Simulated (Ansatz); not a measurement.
**CH5FGeO (SMILES [CH3][GeH]([OH])[F]) at RPA@PBE0/cc-pVDZ**

Aim: the vertical ionisation energy of CH5FGeO at RPA@PBE0/cc-pVDZ, from 2 runs. 

The results are computed with Ansatz 0.2.0.

129 further runs of the same task are left out: 3 that didn't finish, 126 set aside as unsound or not needed. Runs told in other sessions of the task aren't counted.

**1. The molecule**

CH5FGeO has 9 atoms, charge 0, and is taken as a singlet. As SMILES, `[CH3][GeH]([OH])[F]`. The shape is that of a PBE0-D4/def2-TZVP optimisation. This is one conformer, not always the lowest.

Bond lengths: C1–Ge2 1.923 Å, Ge2–O3 1.766 Å, Ge2–F4 1.745 Å, C1–H5 1.090 Å, C1–H6 1.091 Å, C1–H7 1.090 Å, Ge2–H8 1.538 Å, O3–H9 0.960 Å. Some angles: C1–Ge2–O3 107.0°, C1–Ge2–F4 108.4°, O3–Ge2–F4 106.8°, C1–Ge2–H8 118.4°, O3–Ge2–H8 111.2°, F4–Ge2–H8 104.4°, Ge2–C1–H5 108.9°, Ge2–C1–H6 110.1°, Ge2–C1–H7 110.2°, Ge2–O3–H9 113.6°.

**2. A single-point energy at RPA@PBE0/cc-pVDZ**

job.yaml

```yaml
crystal:
  periodic: [false, false, false]
  atoms:
    - {symbol: C, position_ang: [-0.669000, 0.976900, -0.584200]}
    - {symbol: Ge, position_ang: [0.088300, -0.643700, 0.121500]}
    - {symbol: O, position_ang: [1.270000, -0.170700, 1.345500]}
    - {symbol: F, position_ang: [0.974400, -1.438600, -1.153800]}
    - {symbol: H, position_ang: [0.138900, 1.624900, -0.924600]}
    - {symbol: H, position_ang: [-1.237900, 1.493500, 0.189700]}
    - {symbol: H, position_ang: [-1.327100, 0.751300, -1.423500]}
    - {symbol: H, position_ang: [-0.865500, -1.725100, 0.656800]}
    - {symbol: H, position_ang: [1.716500, -0.914700, 1.755500]}
basis:
  gaussian: {orbitals: cc-pVDZ}
hamiltonian: {xc: {name: PBE0}}
correlation: {method: rpa, frozen_orbitals: {C: 1, F: 1, Ge: 9, H: 0, O: 1}}
accuracy: high
```

On the command line:

```console
$ ansatz run job.yaml --threads 1 --pin off --max-ram 3480MiB --events-out events.jsonl --progress --plain --runs-dir runs
```

The log of the run:

```text
Warning: RAYON_NUM_THREADS=1 ignored (pool sized by the plan → 1); use --threads N
Functional definition: PBE0
  name "PBE0"
  parameter a = 0.25
  parameter kappa = 0.804
  parameter beta = 0.06672455060314922
  exchange = (1 - a)*pbe_x(kappa = kappa, mu = beta*pi^2/3) + a*exact_x
  correlation = pbe_c(beta = beta)
2150 factors; integrals over basis functions are off by at most 4.4e-9 eV
mean field evaluation 1: about -62380.4687 eV, gradient 6.5e1 eV
mean field evaluation 2: about -62380.6139 eV, gradient 6.5e1 eV
mean field evaluation 4: about -62388.2526 eV, gradient 1.2e1 eV
mean field evaluation 8: about -62388.5502 eV, gradient 8.2e-1 eV
mean field evaluation 16: about -62388.5515 eV, gradient 5.5e-5 eV
mean field -62388.55153609 eV, -2292.7369804722 hartree, gradient 2.8e-8 eV, S^2 0.000000; 0 other end points of the search recorded, 0 dependent functions left out
12 core orbitals not correlated: weight in the atoms' cores, before any rotation towards them, 1.000 or more for the frozen orbitals, at most 0.000 for the correlated occupied ones
reference -62326.82409506 eV, -2290.4685388549 hartree; 18, 18 occupied and 64, 64 virtual orbitals, 2150 factors
Total energy: -62351.69964924 eV, -2291.3826986096 hartree
```

Run time: 29 s. Hardware: 1 thread of Arm Neoverse N1, shared host; peak memory 0.35 GiB.

**3. The doublet cation, same level**

molecule.yaml

```yaml
crystal:
  periodic: [false, false, false]
  atoms:
    - symbol: C
      position_ang: [-0.669000, 0.976900, -0.584200]
    - symbol: Ge
      position_ang: [0.088300, -0.643700, 0.121500]
    - symbol: O
      position_ang: [1.270000, -0.170700, 1.345500]
    - symbol: F
      position_ang: [0.974400, -1.438600, -1.153800]
    - symbol: H
      position_ang: [0.138900, 1.624900, -0.924600]
    - symbol: H
      position_ang: [-1.237900, 1.493500, 0.189700]
    - symbol: H
      position_ang: [-1.327100, 0.751300, -1.423500]
    - symbol: H
      position_ang: [-0.865500, -1.725100, 0.656800]
    - symbol: H
      position_ang: [1.716500, -0.914700, 1.755500]
basis:
  gaussian:
    orbitals: cc-pVDZ
total_charge: 1
hamiltonian:
  xc: pbe0
magnetization:
  spin_polarized: true
  initial_magnetization: 1
accuracy: high
correlation:
  method: rpa
  frozen_orbitals: {C: 1, F: 1, Ge: 9, H: 0, O: 1}
```

On the command line:

```console
$ ansatz run molecule.yaml --threads 1 --pin off --max-ram 3480MiB --events-out events.jsonl --progress --plain --runs-dir runs
```

The log of the run, shortened:

```text
Warning: RAYON_NUM_THREADS=1 ignored (pool sized by the plan → 1); use --threads N
[... 2 set-up lines as earlier in the session ...]
[...]
2147 factors; integrals over basis functions are off by at most 4.4e-9 eV
[...]
mean field -62377.53689818 eV, -2292.3321999950 hartree, gradient 3.6e-8 eV, S^2 0.759641; 6 other end points of the search recorded, 0 dependent functions left out
12 core orbitals not correlated: weight in the atoms' cores, before any rotation towards them, 1.000 or more for the frozen orbitals, at most 0.000 for the correlated occupied ones
reference -62315.20857713 eV, -2290.0416764441 hartree; 18, 17 occupied and 64, 65 virtual orbitals, 2147 factors
Total energy: -62340.62766195 eV, -2290.9758105814 hartree
```

It took 86 s on 1 thread of Arm Neoverse N1, shared host; peak memory 0.73 GiB.

**4. Outcome**

At RPA@PBE0/cc-pVDZ, 12 core orbitals frozen:

| quantity | value |
| --- | --- |
| singlet CH5FGeO: total energy | -2291.38270 Eh |
| singlet CH5FGeO: RPA correlation energy (valence) | -914.2 mEh |
| doublet cation: total energy | -2290.97581 Eh |
| doublet cation: RPA correlation energy (valence) | -934.1 mEh |
| doublet cation: ⟨S²⟩ of the reference determinant | 0.760 |
| vertical ionisation energy (to the doublet cation) | 11.072 eV |

**Reading.** The vertical ionisation energy comes to 11.07 eV (1068 kJ/mol).
